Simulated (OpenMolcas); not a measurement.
# Os³⁺ among point charges: CASSCF and CASPT2 levels and susceptibility

Aim: the splitting of the states of Os³⁺ in the field of 2 point charges, its lowest levels with spin-orbit coupling and its magnetic susceptibility.

Program: OpenMolcas 26.06. Level of theory: state-averaged CASSCF and CASPT2, spin-orbit coupling by RASSI with atomic mean-field integrals. These are calculated values, not measurements, unless marked.

### Step 1. What is computed

| Property | Result |
| --- | --- |
| Species | Os³⁺ (osmium, Z = 76, 73 electrons) |
| Basis | ANO-RCC-VDZP [7s6p4d2f1g], 68 functions |
| Scalar Hamiltonian | DKH2, point nucleus |
| Inactive shells | 1s 2s 2p 3s 3p 3d 4s 4p 4d 4f 5s 5p |
| Active space | 5 electrons in 5 orbitals (5d) |
| Some configurations of this space | 5d5 |
| Orbitals | optimised for each spin and parity, averaged over all roots |

Outer shells as boxes (Hund's rule):

5d5
```
5d [↑ ][↑ ][↑ ][↑ ][↑ ]
```

The ion sits among 2 point charges of -1.5 e arranged as a linear pair (D∞h), 1.7 Å from the ion.

Each step is its own input file, run in one work folder so that later steps find the files of earlier ones. Labels, J, g values, rates, χT and fits are worked out afterwards by a script from the matrices that RASSI stores. The input lists half of the charges; inversion (Group=XYZ) makes the rest.

### Step 2. GATEWAY and SEWARD: basis and integrals

Input file a.inp:

```
&GATEWAY
Coord
1

Os 0.0 0.0 0.0
Basis=ANO-RCC-VDZP
Group=XYZ
NoMove
AngMom=0.0 0.0 0.0
AMFI
XField
1 Angstrom 0
0.000000 0.000000 1.700000 -1.500000
&SEWARD
```

On the command line:

```bash
$ OMP_NUM_THREADS=1 MOLCAS_MEM=1689 MOLCAS_PROJECT=a pymolcas a.inp > a.log
```

### Step 3. Reference wave functions, sextets of even parity, 1 root

Input file a.inp:

```
&RASSCF
FileOrb=start.orb
Symmetry=1
Spin=6
nActEl=5 0 0
Inactive=15 19
Ras2=5 0
CIRoot=1 1 1
SDav=1
CIMx=300
Iter=120 100
PrWF=0.3
OrbListing=Nothing
MaxOrb=0
>>> COPY $Project.JobIph JOB001
```

start.orb holds the contracted functions of the basis, ordered by shell, or the orbitals of the step before.

### Step 4. CASSCF: quartets of even parity, 24 roots

Input file a.inp:

```
&RASSCF
FileOrb=start.orb
Symmetry=1
Spin=4
nActEl=5 0 0
Inactive=15 19
Ras2=5 0
CIRoot=24 24 1
SDav=24
CIMx=300
Iter=120 100
PrWF=0.3
OrbListing=Nothing
MaxOrb=0
>>> COPY $Project.JobIph JOB002
```

### Step 5. CASSCF: doublets of even parity, 75 roots

Input file a.inp:

```
&RASSCF
FileOrb=start.orb
Symmetry=1
Spin=2
nActEl=5 0 0
Inactive=15 19
Ras2=5 0
CIRoot=75 75 1
SDav=75
CIMx=300
Iter=120 100
PrWF=0.3
OrbListing=Nothing
MaxOrb=0
>>> COPY $Project.JobIph JOB003
```

### Step 6. State interaction with spin-orbit coupling

Input file a.inp:

```
&RASSI
NrOfJobIphs=3 1 24 75
1
1 2 3 4 5 6 7 8 9 10 11 12 13 14 15 16 17 18 19 20 21 22 23 24
1 2 3 4 5 6 7 8 9 10 11 12 13 14 15 16 17 18 19 20 21 22 23 24 25 26 27
28 29 30 31 32 33 34 35 36 37 38 39 40 41 42 43 44 45 46 47 48 49 50 51
52 53 54 55 56 57 58 59 60 61 62 63 64 65 66 67 68 69 70 71 72 73 74 75
IphNames
JOB001
JOB002
JOB003
EJob
SpinOrbit
DIPRint=1.0
SOCoupling=1000.0
Subsets=2
Property=9
'ANGMOM' 1 'ANGMOM' 2 'ANGMOM' 3 'MLTPL  1' 1 'MLTPL  1' 2 'MLTPL  1' 3
'AMFI' 1 'AMFI' 2 'AMFI' 3
SOProperty=3
'ANGMOM' 1 'ANGMOM' 2 'ANGMOM' 3
```

### Step 7. CASPT2: IPEA 0.25, imaginary shift 0.1 (closed shells correlated: 5s 5p)

Input file a.inp:

```
>>> COPY JOB001 $Project.JobIph
&CASPT2
Multistate=1 1
Frozen=14 16
IPEA=0.25
Imaginary=0.1
MaxIter=60
WThr=0.0 0.3 0.05
PrWF=0.5
NoMix
>>> COPY JOB002 $Project.JobIph
&CASPT2
Multistate=24 1 2 3 4 5 6 7 8 9 10 11 12 13 14 15 16 17 18 19 20 21 22
23 24
NoMult
Frozen=14 16
IPEA=0.25
Imaginary=0.1
MaxIter=60
WThr=0.0 0.3 0.05
PrWF=0.5
NoMix
>>> COPY JOB003 $Project.JobIph
&CASPT2
Multistate=75 1 2 3 4 5 6 7 8 9 10 11 12 13 14 15 16 17 18 19 20 21 22
23 24 25 26 27 28 29 30 31 32 33 34 35 36 37 38 39 40 41 42 43 44 45 46
47 48 49 50 51 52 53 54 55 56 57 58 59 60 61 62 63 64 65 66 67 68 69 70
71 72 73 74 75
NoMult
Frozen=14 16
IPEA=0.25
Imaginary=0.1
MaxIter=60
WThr=0.0 0.3 0.05
PrWF=0.5
NoMix
```

(Steps that only read results are left out.)

Before running it: what results should come out? Wanted: spin-free ground state; lowest level; next level.

As calculated:

```
                 quantity                                                                        value
                   method  SS-CASPT2, IPEA 0.25, imaginary shift 0.1 (closed shells correlated: 5s 5p)
   spin-free ground state                                           6Sigma, 1-fold in its orbital part
             lowest level                                                 2-fold, g = 0.00, 0.00, 9.35
               next level                                                                   813.7 cm⁻¹
              χT at 300 K                                                               3.29 cm³ K/mol
effective moment at 300 K                                                                      5.13 μB
```

Cost by method:

```csv
method,time of its own steps,time with the reference
A. CASSCF,24 s,24 s
"B. SS-CASPT2, IPEA 0.25, imaginary shift 0.1, +5s 5p",9.8 s,33 s
```

Times are of one thread on a shared host.

What this shows: The spin-free ground state (6Sigma) comes to 100 % from free-ion S terms and keeps the highest spin of the shell. χT at 300 K is 3.29, against 4.39 cm³ K/mol for the spin alone, so spin-orbit coupling lowers it. An active space of the d shell alone favours high spin; real ions in strong fields can be low spin. CASPT2 does not keep the components of a term degenerate, and the means are used. The field of point charges can differ much from that of real complexes. With metal d orbitals alone active, the gaps between spin states are rough; where two lie within a few thousand cm-1, their order is open. Point charges carry no covalency, so the field is a model and not that of real ligands.
